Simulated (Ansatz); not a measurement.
# AlH2Br (SMILES [AlH2][Br]) at 6 levels

Aim: a comparison of 6 runs (B3LYP/STO-3G, PBE0/STO-3G, UMP2/STO-3G, BCCD(T)/STO-3G, CCSDT/STO-3G, UCCSD(T)/STO-3G) of AlH2Br. 

The results are computed with Ansatz 0.2.0.

58 further runs of the same task are left out: 7 that didn't finish, 51 set aside as unsound or not needed.

### 1 The structure to begin with

The species is AlH2Br (4 atoms), meant as a singlet with charge 0. SMILES: `[AlH2][Br]`. The Br2–Al1 distance was set to 5.641 Å, away from the relaxed value. At this shape a bond of the SMILES string is far longer than usual.

Bond lengths: Al1–H3 1.576 Å, Al1–H4 1.576 Å. Angles: H3–Al1–H4 124.9°.

### 2 The energy at B3LYP/STO-3G (run 1)

Input file input.yaml:

```yaml
crystal:
  periodic: [false, false, false]
  atoms:
    - symbol: Al
      position_ang: [-2.898065, -0.906639, -1.895277]
    - symbol: Br
      position_ang: [1.684900, 0.496600, 1.079700]
    - symbol: H
      position_ang: [-3.311365, -2.426739, -1.924177]
    - symbol: H
      position_ang: [-3.669465, 0.250761, -2.635377]
basis:
  gaussian:
    orbitals: STO-3G
hamiltonian:
  xc: {name: B3LYP}
accuracy: high
```

Launch:

```
$ ansatz run input.yaml --threads 1 --pin off --max-ram 2610MiB --events-out events.jsonl --progress --plain --runs-dir runs
```

Log:

```text
Warning: RAYON_NUM_THREADS=1 ignored (pool sized by the plan → 1); use --threads N
Functional definition: B3LYP
  name "B3LYP"
  parameter a0 = 0.2
  parameter ax = 0.72
  parameter ac = 0.81
  exchange = (1 - a0 - ax)*slater_x + ax*b88_x + a0*exact_x
  correlation = (1 - ac)*vwn_rpa_c + ac*lyp_c
352 factors; integrals over basis functions are off by at most 1.7e-8 eV
mean field evaluation 1: about -75820.1499 eV, gradient 2.2e1 eV
mean field evaluation 2: about -75555.1707 eV, gradient 3.6e1 eV
mean field evaluation 4: about -75821.4640 eV, gradient 1.1e1 eV
mean field evaluation 8: about -75821.4402 eV, gradient 1.1e1 eV
mean field evaluation 16: about -75824.7842 eV, gradient 6.0e-1 eV
mean field evaluation 32: about -75824.7885 eV, gradient 1.9e-8 eV
mean field evaluation 64: about -75824.7857 eV, gradient 1.6e-2 eV
mean field -75824.78847940 eV, -2786.5095807304 hartree, gradient 2.5e-8 eV, S^2 0.000000; 4 other end points of the search recorded, 0 dependent functions left out
reference -75824.78851427 eV, -2786.5095820118 hartree; 25, 25 occupied and 4, 4 virtual orbitals, 352 factors
Total energy: -75824.78851427 eV, -2786.5095820118 hartree
```

It took 4.5 s on 1 thread of Arm Neoverse V1, shared host; peak memory 0.1 GiB.

### 3 A single-point energy at PBE0/STO-3G (run 2)

Input file run.yaml:

```yaml
crystal:
  periodic: [false, false, false]
  atoms:
    - symbol: Al
      position_ang: [-2.898065, -0.906639, -1.895277]
    - symbol: Br
      position_ang: [1.684900, 0.496600, 1.079700]
    - symbol: H
      position_ang: [-3.311365, -2.426739, -1.924177]
    - symbol: H
      position_ang: [-3.669465, 0.250761, -2.635377]
basis:
  gaussian:
    orbitals: STO-3G
hamiltonian:
  xc: {name: PBE0}
accuracy: high
```

Launch:

```
$ ansatz run run.yaml --threads 1 --pin off --max-ram 2610MiB --events-out events.jsonl --progress --plain --runs-dir runs
```

Log:

```text
Warning: RAYON_NUM_THREADS=1 ignored (pool sized by the plan → 1); use --threads N
Functional definition: PBE0
  name "PBE0"
  parameter a = 0.25
  parameter kappa = 0.804
  parameter beta = 0.06672455060314922
  exchange = (1 - a)*pbe_x(kappa = kappa, mu = beta*pi^2/3) + a*exact_x
  correlation = pbe_c(beta = beta)
352 factors; integrals over basis functions are off by at most 1.7e-8 eV
mean field evaluation 1: about -75811.4922 eV, gradient 2.0e1 eV
mean field evaluation 2: about -75708.3202 eV, gradient 4.1e1 eV
mean field evaluation 4: about -75547.4554 eV, gradient 3.1e1 eV
mean field evaluation 8: about -75812.4465 eV, gradient 1.1e1 eV
mean field evaluation 16: about -75815.5150 eV, gradient 6.8e-1 eV
mean field evaluation 32: about -75815.5204 eV, gradient 2.1e-4 eV
mean field evaluation 64: about -75815.5174 eV, gradient 1.6e-3 eV
mean field -75815.52044777 eV, -2786.1689868499 hartree, gradient 4.2e-9 eV, S^2 0.000000; 4 other end points of the search recorded, 0 dependent functions left out
reference -75815.52044943 eV, -2786.1689869111 hartree; 25, 25 occupied and 4, 4 virtual orbitals, 352 factors
Total energy: -75815.52044943 eV, -2786.1689869111 hartree
```

Run time: 7.2 s. Hardware: 1 thread of Arm Neoverse V1, shared host; peak memory 0.1 GiB.

Runs 3 to 5 aren't shown in full; the table further down has their settings and results.

### 4 A single-point energy at UCCSD(T)/STO-3G (run 6)

Input file run.yaml:

```yaml
crystal:
  periodic: [false, false, false]
  atoms:
    - {symbol: Al, position_ang: [-2.898065, -0.906639, -1.895277]}
    - {symbol: Br, position_ang: [1.684900, 0.496600, 1.079700]}
    - {symbol: H, position_ang: [-3.311365, -2.426739, -1.924177]}
    - {symbol: H, position_ang: [-3.669465, 0.250761, -2.635377]}
basis:
  gaussian:
    orbitals: STO-3G
magnetization:
  spin_polarized: true
  initial_magnetization: 0
scf:
  omitted_lower_state_checks: [cluster_reference, increment]
correlation:
  method: ccsd_t
  frozen_orbitals: {Al: 5, Br: 9, H: 0}
accuracy: high
```

Launch:

```
$ ansatz run run.yaml --threads 1 --pin off --max-ram 2610MiB --events-out events.jsonl --progress --plain --runs-dir runs
```

Log, cut to the lines that bear on the results:

```text
Warning: RAYON_NUM_THREADS=1 ignored (pool sized by the plan → 1); use --threads N
Functional definition: HF
  name "HF"
[...]
352 factors; integrals over basis functions are off by at most 1.7e-8 eV
[...]
mean field -75775.74978533 eV, -2784.7074419630 hartree, gradient 2.0e-8 eV, S^2 1.004249; 16 other end points of the search recorded, 0 dependent functions left out
14 core orbitals not correlated: weight in the atoms' cores, before any rotation towards them, 0.999 or more for the frozen orbitals, at most 0.000 for the correlated occupied ones
reference -75775.74978533 eV, -2784.7074419630 hartree; 11, 11 occupied and 4, 4 virtual orbitals, 352 factors
second order -0.64587372 eV of doubles, -0.00000000 eV of singles
cycle   1  -0.87084574 eV  change   -2.2e-1 eV  update   4.5e-2
[...]
cycle  22  -1.02131808 eV  change    2.0e-9 eV  update   1.6e-9
perturbative correction -0.00969317 eV, -0.0003562175 hartree
Total energy: -75776.78079659 eV, -2784.7453309278 hartree
Checks for a lower state left out: cluster_reference, increment
```

Wall time 2.1 s (1 thread of Arm Neoverse V1, shared host).

### 5 Overview of the runs

```
run            level  frozen core orbitals   energy (Eh)  wall time
  1     B3LYP/STO-3G                     –  -2786.509582      4.5 s
  2      PBE0/STO-3G                     –  -2786.168987      7.2 s
  3      UMP2/STO-3G                    14  -2784.731177      1.9 s
  4   BCCD(T)/STO-3G                    14  -2784.746389     0.74 s
  5     CCSDT/STO-3G                    14  -2784.744954      2.2 s
  6  UCCSD(T)/STO-3G                    14  -2784.745331      2.1 s
```

### 6 What came out

| quantity | value |
| --- | --- |
| run 6: total energy | -2784.74533 Eh |
| run 6: correlation energy (14 core orbitals frozen) | -37.9 mEh |
| run 6: (T) correction | -0.36 mEh |
| run 6: ⟨S²⟩ of the reference determinant | 1.004 |
| run 6: T1 diagnostic | 0.005 |

What this shows: Totals of different functionals can't be ranked against each other. In runs 4, 5 the log says that unrestricted orbitals would lower the reference, so the values rest on an unstable closed-shell determinant (other closed-shell runs at this shape may share the fault). In runs 1, 2, 3, 4, 5, 6 the basis is minimal, so the values are rough. Spin contamination of the reference: run 3 ⟨S²⟩ = 1.00, run 6 ⟨S²⟩ = 1.00. Where it is this large, the reference is a mixture of spin states, and values that rest on it are in doubt. All runs together took 19 s, the longest 7.2 s.
